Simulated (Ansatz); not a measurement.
Runs of Ansatz 0.2.0 on TiCo. The cell holds a slab with vacuum, 8 atoms: a = 2.986 Å, b = 2.986 Å, c = 25.451 Å, α = 90.00°, β = 90.00°, γ = 90.00°. 

```tsv
potentials or basis	cutoff (eV)	gap on the mesh (eV)	moment (μB)	largest force (eV/Å)	work function (eV)
JTH PAW	1320	none	4.15	1.60	3.77
PseudoDojo standard (PBE files)	1306	none	(a)	1.58	3.76
PseudoDojo stringent (PBE files)	1415	none	4.15	1.58	3.76
Ansatz PAW earlier set	1000	none	4.17	1.60	3.77
Ansatz PAW earlier set	900	none	4.17	1.60	3.77
SPMS NC	844	none	4.13	1.56	3.76
Ansatz PAW	420	none	4.15	1.61	3.77
```

Alike in all rows: task relaxation of the atoms; level PBE; spin collinear, ferromagnetic start; cell atoms relaxed from: the (1 0 0) slab of TiCo, cut from the database cell, not relaxed; k mesh 9 × 9 × 1; smearing fermi-dirac 0.05 eV.

Q: Fill in the values left out.

A: (a) 4.20.

Caveats: the starting moments weren't kept.

A gap of «none» marks a metal or a gap under the smearing width.
